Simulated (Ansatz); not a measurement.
# Mg: the cost of one run

Method: DFT LDA, scalar-relativistic, in Ansatz 0.2.0.

## Step 1: The starting structure

Symmetry: Fm-3m, No. 225, cubic system. The conventional cell has a = 4.489 Å, b = 4.489 Å, c = 4.489 Å, α = 90.00°, β = 90.00°, γ = 90.00°. Around Mg (site symmetry m-3m) lie 12 Mg at 3.17 Å.

Structure file:

```
Mg
1.0
     0.00000    2.24426    2.24426
     2.24426    0.00000    2.24426
     2.24426    2.24426    0.00000
Mg
1
Direct
  0.00000 0.00000 0.00000
```

## Step 2: The deformed structure

Space group Fm-3m before, I4/mmm after.

## Step 3: Full-potential LAPW

input.yaml reads:

```yaml
crystal:
  lattice:
    - [0.0, 2.244256, 2.26669856]
    - [2.244256, 0.0, 2.26669856]
    - [2.244256, 2.244256, 0.0]
  atoms:
    - { symbol: Mg, position: [0.0, 0.0, 0.0] }
kpoints:
  mp_grid: { grid: [16, 16, 16] }
  band_path:
    path:
      - [0.0, 0.0, 0.0]
      - [0.0, 0.5, 0.5]
      - [0.25, 0.75, 0.5]
      - [0.0, 0.5, 0.0]
      - [0.0, 0.0, 0.0]
      - [0.5, 0.5, 0.0]
      - [0.3725370062, 0.6274629938, 0.0]
      - [-0.3725370062, 0.3725370062, 0.0]
      - [0.0, 0.0, 0.0]
    npoints: 5
scf:
  occupations: { method: fermi_dirac, width: 0.03 }
hamiltonian:
  xc: lda
  pseudopotentials: { kind: all_electron, lapw: { basis_error: 0.001 } }
output:
  forces: true
  stress: true
  eigenvalues: true
```

Started as:

```sh
> ansatz run input.yaml --threads 1 --pin off --max-ram 3072MiB --backend cpu --events-out ev --progress --plain --runs-dir out
```

Q: Estimate wall time and peak memory on 1 thread of Arm Neoverse V2, shared host.

About 7.3 s, with a peak of 0.26 GiB.
